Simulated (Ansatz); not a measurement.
# C3H8ClFSi2: molecular dynamics

Purpose: to follow the molecule's vibrations and see whether its bonds hold. The start is relaxed first. Runs: 120 steps of 2.5 fs at constant energy, with velocities drawn for 300 K. SMILES of the start: FC1C([SiH3])[SiH]1CCl.

Program: Ansatz 0.2.0. Level of theory: RKS B3LYP-D4/STO-3G. These are calculated values, not measurements.

### Step 1. Starting point

Bond lengths (14 of 15 bonds, heavy atoms first): F1–C2 1.335 Å, C2–C3 1.489 Å, C3–Si4 1.938 Å, C2–Si5 1.851 Å, C3–Si5 1.840 Å, Si5–C6 1.831 Å, C6–Cl7 1.780 Å, C2–H8 1.085 Å, C3–H9 1.016 Å, Si4–H10 1.423 Å, Si4–H11 1.506 Å, Si4–H12 1.468 Å, Si5–H13 1.448 Å, C6–H14 1.113 Å. Angles (14 of 30 angles, heavy atoms first): F1–C2–C3 116.3°, F1–C2–Si5 119.7°, C3–C2–Si5 65.8°, C2–C3–Si4 118.5°, C2–C3–Si5 66.6°, Si4–C3–Si5 110.7°, C2–Si5–C3 47.6°, C2–Si5–C6 115.4°, C3–Si5–C6 119.2°, Si5–C6–Cl7 108.3°, F1–C2–H8 110.9°, C3–C2–H8 122.1°, Si5–C2–H8 115.7°, C2–C3–H9 118.2°.

Structure file:

```xyz
15

F    -2.0174   -0.8061    1.1189
C    -0.6938   -0.7794    0.9481
C    -0.2103   -0.7843   -0.4602
Si    1.4395   -1.7161   -0.8671
Si    0.1329    0.7914    0.4250
C    -0.9838    2.2200    0.1733
Cl   -0.1723    3.3808   -0.9056
H    -0.1921   -1.3362    1.7320
H    -0.8988   -0.7199   -1.2046
H     2.0993   -1.0312   -1.9263
H     1.0065   -3.0917   -1.3007
H     2.2702   -1.8322    0.3382
H     1.3766    1.0139    1.1317
H    -1.2507    2.7424    1.1195
H    -1.9277    1.8978   -0.2930
```

### Step 2. Relaxing the start

input.yaml reads:

```yaml
crystal:
  periodic: [false, false, false]
  atoms:
    - { symbol: F, position_ang: [-2.0174, -0.8061, 1.1189] }
    - { symbol: C, position_ang: [-0.6938, -0.7794, 0.9481] }
    - { symbol: C, position_ang: [-0.2103, -0.7843, -0.4602] }
    - { symbol: Si, position_ang: [1.4395, -1.7161, -0.8671] }
    - { symbol: Si, position_ang: [0.1329, 0.7914, 0.425] }
    - { symbol: C, position_ang: [-0.9838, 2.22, 0.1733] }
    - { symbol: Cl, position_ang: [-0.1723, 3.3808, -0.9056] }
    - { symbol: H, position_ang: [-0.1921, -1.3362, 1.732] }
    - { symbol: H, position_ang: [-0.8988, -0.7199, -1.2046] }
    - { symbol: H, position_ang: [2.0993, -1.0312, -1.9263] }
    - { symbol: H, position_ang: [1.0065, -3.0917, -1.3007] }
    - { symbol: H, position_ang: [2.2702, -1.8322, 0.3382] }
    - { symbol: H, position_ang: [1.3766, 1.0139, 1.1317] }
    - { symbol: H, position_ang: [-1.2507, 2.7424, 1.1195] }
    - { symbol: H, position_ang: [-1.9277, 1.8978, -0.293] }
basis:
  gaussian: { orbitals: STO-3G }
hamiltonian:
  xc: b3lyp
  dispersion: d4
relax:
  f_tol: 0.02
  max_steps: 40
output:
  orbitals: {}
```

On the command line:

```
ansatz run input.yaml --threads 1 --pin off --max-ram 2048MiB --backend cpu --events-out ev --progress --plain --runs-dir out
```

Further steps of the session: The run.

**Question.** What will these runs give? Wanted: relaxation of the start; temperature, first and last step; temperature, second half; potential energy, second half; largest change of the total energy; bonds formed or broken.

**Answer**, as computed:

| quantity | value |
| --- | --- |
| relaxation of the start | 10 moves, 1.040 eV lower |
| length | 120 steps of 2.5 fs |
| temperature, first and last step | 300 and 109 K |
| temperature, second half | mean 144 K, from 95 to 207 K |
| potential energy, second half | +23 meV/atom from the start |
| largest change of the total energy | 13.77 meV/atom |
| bonds formed or broken | 0 |

In words: The temperature starts at 300 K and averages 144 K in the second half, where it ranges from 95 to 207 K. About half is expected from a start at a minimum: kinetic energy passes into potential energy until both shares match. The total energy strays from its start by at most 13.77 meV/atom, 78 % of the mean kinetic energy, which is poor: the step of 2.5 fs is too long for the fastest motion. No bond forms or breaks. A run of 300 fs with 15 atoms shows the motion but fixes no equilibrium value. The nuclei move classically, without zero-point motion, which matters most for hydrogen. In so small a basis the energies are only a sketch.
